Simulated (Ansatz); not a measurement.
# Al2BP3: the cost of one run

Method: DFT PBE, scalar-relativistic, plane waves, PAW, in Ansatz 0.2.0.

## Step 1: The structure to begin with

The structure is hexagonal, space group P6/mmm (No. 191). Conventional cell: a = 4.644 Å, b = 4.644 Å, c = 5.588 Å, α = 90.00°, β = 90.00°, γ = 120.00°. Al (site symmetry 6mm) is surrounded by 1 B at 1.36 Å and 1 P at 1.43 Å. Around B (site symmetry 6/mmm) lie 2 Al at 1.36 Å. Around P (site symmetry -6m2) lie 3 B at 2.68 Å and 3 P at 2.68 Å and 6 Al at 3.01 Å. Around P (site symmetry 6/mmm) lie 2 Al at 1.43 Å.

As a file:

```
CELL_PARAMETERS angstrom
4.64387 0.00000 0.00000
-2.32193 4.02171 0.00000
0.00000 0.00000 5.58774
ATOMIC_POSITIONS crystal
Al 0.00000 0.00000 0.75644
Al 0.00000 0.00000 0.24356
B 0.00000 0.00000 0.00000
P 0.33333 0.66667 0.00000
P 0.66667 0.33333 0.00000
P 0.00000 0.00000 0.50000
```

A structure generator made this guess: random cell by space group and Wyckoff sites (P6/mmm, No. 191). Its size is a rough estimate.

## Step 2: The guess as it stands, on a coarse mesh

Input file input.yaml:

```yaml
crystal:
  lattice:
    - [4.64386818, 0.0, 0.0]
    - [-2.32193409, 4.02170782, 0.0]
    - [0.0, 0.0, 5.58773756]
  atoms:
    - { symbol: Al, position: [0.0, 0.0, 0.75644492] }
    - { symbol: Al, position: [0.0, 0.0, 0.24355508] }
    - { symbol: B, position: [0.0, 0.0, 0.0] }
    - { symbol: P, position: [0.33333333, 0.66666667, 0.0] }
    - { symbol: P, position: [0.66666667, 0.33333333, 0.0] }
    - { symbol: P, position: [0.0, 0.0, 0.5] }
basis:
  ecutwfc: 420
kpoints:
  mp_grid: { grid: [6, 6, 4] }
hamiltonian:
  xc: pbe
scf:
  occupations: { method: gaussian, width: 0.1 }
  lower_state_search: "off"
output:
  forces: true
  stress: true
  eigenvalues: true
```

Run with:

```sh
> ansatz run input.yaml --threads 1 --pin off --max-ram 2560MiB --backend cpu --events-out ev --progress --plain --runs-dir out
```

What time and memory should one allow on 1 thread of Intel Xeon at 2.50GHz (Skylake/Cascade Lake), shared host?

About 8 s, with a peak of 0.38 GiB.
